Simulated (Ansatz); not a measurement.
# B4AsN3: the band gap up the ladder of functionals

An exercise on one series of results from a longer session: the logs are not shown, and one member is left open.

Program: Ansatz 0.2.0. PAW datasets, plane waves. These are computed values for a spin-unpolarised cell that may be hypothetical; none is a measurement.

## The structure to begin with

The cell was relaxed beforehand with r2SCAN.

It is tetragonal, I-42m (No. 121); a = 3.950 Å, c = 7.843 Å in the conventional setting, 7.65 Å³ an atom. N has 4 B at 1.67 Å; B has 3 N at 1.62–1.67 Å and 1 As at 1.91 Å; N has 4 B at 1.62 Å; As has 4 B at 1.91 Å.

Coordinates:

```cif
data_structure
_symmetry_space_group_name_H-M 'I-42m'
_symmetry_Int_Tables_number 121
_cell_length_a 3.9496
_cell_length_b 3.9496
_cell_length_c 7.8431
_cell_angle_alpha 90.000
_cell_angle_beta 90.000
_cell_angle_gamma 90.000
_cell_volume 122.35
loop_
_atom_site_label
_atom_site_type_symbol
_atom_site_symmetry_multiplicity
_atom_site_Wyckoff_symbol
_atom_site_fract_x
_atom_site_fract_y
_atom_site_fract_z
_atom_site_occupancy
N1 N 4 d 0.50000 0.00000 0.25000 1
B1 B 8 i 0.28277 0.71723 0.13612 1
N2 N 2 b 0.50000 0.50000 0.00000 1
As1 As 2 a 0.00000 0.00000 0.00000 1
```

The first run:

input.yaml

```yaml
crystal:
  lattice:
    - [-1.9747851057, 1.9747851057, 3.9215573684]
    - [1.9747851057, -1.9747851057, 3.9215573684]
    - [1.9747851057, 1.9747851057, -3.9215573684]
  atoms:
    - { symbol: "N", position: [0.25, 0.75, 0.5] }
    - { symbol: B, position: [0.8533537119, 0.4188893873, 0.0] }
    - { symbol: "N", position: [0.5, 0.5, 0.0] }
    - { symbol: B, position: [0.1466462881, 0.1466462881, 0.5655356754] }
    - { symbol: "N", position: [0.75, 0.25, 0.5] }
    - { symbol: B, position: [0.4188893873, 0.8533537119, 0.0] }
    - { symbol: As, position: [0.0, 0.0, 0.0] }
    - { symbol: B, position: [0.5811106127, 0.5811106127, 0.4344643246] }
kpoints:
  mp_grid: { grid: [10, 10, 10] }
  band_path:
    path:
      - [[0.0, 0.0, 0.0], [1.624318280112e-17, -1.624318280112e-17, 0.5], [0.25, 0.25, 0.25], [5.77575599755e-17, 0.5, -5.77575599755e-17], [0.0, 0.0, 0.0], [0.5, 0.5, -0.5], [0.3133961011042, 0.6866038988958, -0.3133961011042]]
      - [[-0.3133961011042, 0.3133961011042, 0.3133961011042], [0.0, 0.0, 0.0]]
      - [[1.624318280112e-17, -1.624318280112e-17, 0.5], [-0.1267922022083, 0.1267922022083, 0.5]]
      - [[0.5, 0.5, -0.1267922022083], [0.5, 0.5, -0.5]]
    npoints: 10
hamiltonian:
  xc: pbe
scf:
  occupations: { method: fermi_dirac, width: 0.02 }
  n_extra_bands: 6
output:
  forces: true
  stress: true
  eigenvalues: true
```

Launch:

```sh
$ ansatz run input.yaml --threads 4 --pin off --max-ram 6451MiB --backend cpu --events-out ev --progress --plain --runs-dir out
```

Among the steps run: PBE band path; Single point with r2SCAN; Single point with HSE06; PBE+SOC; Single point with PBE0.

One of the session's tables, all rows but one given; the rest of the session is left out.

```
  level  gap (eV)
    PBE      1.89
 r2SCAN      2.25
  HSE06      2.93
PBE+SOC         ?
   PBE0      3.66
```

Q: Estimate the row for PBE+SOC from the others.

As computed: gap (eV): 1.85. In the column «gap (eV)» it is the lowest.

Meshes: PBE 10×10×10, r2SCAN 10×10×10, HSE06 6×6×6, PBE+SOC 10×10×10, PBE0 6×6×6

The gap runs from 1.85 eV (PBE+SOC) to 3.66 eV (PBE0). Against HSE06, PBE is short by 1.04 eV, at 65 % of it, and r2SCAN 77 %. PBE0 lies 0.73 eV above HSE06, which differs from it by screening the long-range exchange.

Caveats from the session: Warnings in the runs' records: stress exchange threshold loose, stress scf threshold loose.
